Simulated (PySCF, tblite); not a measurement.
# C7H13BF2: geometry, infrared bands and NMR shifts

Wanted: the infrared bands and NMR shifts of C7H13BF2 (`CB(C)[C@H]1C[C@@H](F)[C@@H](F)C1`), by calculation.

Computed with tblite 0.8.0 and PySCF 2.14.0, with density-fitted response routines of our own, on a single molecule in the gas phase. Atoms count from 0, in the outputs and in this text.

## (1) The starting structure

23 atoms, charge 0, multiplicity 1; geometry from: force field or distance geometry start.

Bonds of the start (Å): C0–B1 1.59, B1–C2 1.59, B1–C3 1.62, C3–C4 1.54, C4–C5 1.53, C5–F6 1.39, C5–C7 1.53, C7–F8 1.38, C7–C9 1.53, C9–C3 1.51, C0–H10 1.10, C0–H11 1.11, C0–H12 1.12, C2–H13 1.12, C2–H14 1.10, C2–H15 1.12, C3–H16 1.12, C4–H17 1.11, C4–H18 1.11, C5–H19 1.12, C7–H20 1.11, C9–H21 1.11, C9–H22 1.10.

## (2) Geometry optimisation with GFN2-xTB

The job: settings as JSON, then the geometry in Å.

```
{"job": {"kind": "relax", "xc": "GFN2-xTB", "basis": "xTB"}, "charge": 0, "multiplicity": 1}
C     -1.695300    -0.771400    -1.382500
B     -1.433100    -0.292200     0.106900
C     -2.633400    -0.196600     1.142700
C      0.058100     0.076600     0.605700
C      1.055300    -1.091900     0.470800
C      2.293500    -0.515400    -0.219000
F      2.337400    -0.917600    -1.545200
C      2.160900     1.003200    -0.134100
F      2.775400     1.621500    -1.208300
C      0.655500     1.254900    -0.134100
H     -0.761600    -0.805800    -1.963000
H     -2.162000    -1.783800    -1.369200
H     -2.407200    -0.056200    -1.859200
H     -3.587600    -0.480000     0.637900
H     -2.465300    -0.865000     1.998700
H     -2.728200     0.851100     1.521000
H      0.003600     0.345100     1.695500
H      1.325700    -1.488300     1.468600
H      0.650700    -1.936100    -0.125300
H      3.233300    -0.849000     0.298500
H      2.595200     1.375600     0.816600
H      0.418500     2.221100     0.365500
H      0.305800     1.306900    -1.178300
```

Launch:

```sh
$ OMP_NUM_THREADS=1 python probes_run.py task.json out
```

This one command runs all jobs of the session in turn.

**Question.** This job is followed by: GFN2-xTB harmonic vibrations, gas phase; GIAO PBE0/pcSseg-1 NMR shielding, non-relativistic, gas phase. What will the session give for the following? strongest single infrared mode (GFN2-xTB); zero-point energy (GFN2-xTB); ¹³C shifts against TMS (PBE0/pcSseg-1, means over atoms taken as alike); ¹H shifts against TMS (PBE0/pcSseg-1, means over atoms taken as alike); ¹¹B shifts against BF3·OEt2 (PBE0/pcSseg-1); ¹⁹F shifts against CFCl3 (PBE0/pcSseg-1, means over atoms taken as alike).

**Answer**, as computed:

```
                                                                 quantity                             value
                                strongest single infrared mode (GFN2-xTB)             1135 cm⁻¹, 105 km/mol
                                             zero-point energy (GFN2-xTB)                    118.7 kcal/mol
  ¹³C shifts against TMS (PBE0/pcSseg-1, means over atoms taken as alike)        98.0, 34.4, 32.2, 14.2 ppm
   ¹H shifts against TMS (PBE0/pcSseg-1, means over atoms taken as alike)  5.06, 2.00, 1.80, 1.71, 0.99 ppm
                              ¹¹B shifts against BF3·OEt2 (PBE0/pcSseg-1)                          90.6 ppm
¹⁹F shifts against CFCl3 (PBE0/pcSseg-1, means over atoms taken as alike)                        -223.3 ppm
```

Relaxing lowered the energy by 0.251 eV in 51 steps; the close pair that moved most is C2–H13, from 1.116 to 1.087 Å. The lowest mode is slightly imaginary (5i cm⁻¹), a soft motion within the noise of the Hessian, so the minimum is not strictly shown. The strongest single mode, at 1135 cm⁻¹, is spread over many atoms; the largest shares are those of B1. GFN2-xTB is a fitted tight-binding method: band positions and strengths are rough. Its intensities can rank the bands wrongly. C5, C7 (mean) (sp3 CH bonded to F) lies farthest downfield among carbon, at 98.0 ppm; pulled downfield by the heteroatom. The most deshielded hydrogen is H19, H20 (mean) (hydrogen on an sp3 CH bonded to F), at 5.06 ppm: its carbon carries F, which withdraws density. At PBE0/pcSseg-1: The largest span, 163 ppm, is at B1, where the paramagnetic term is -177 ppm.
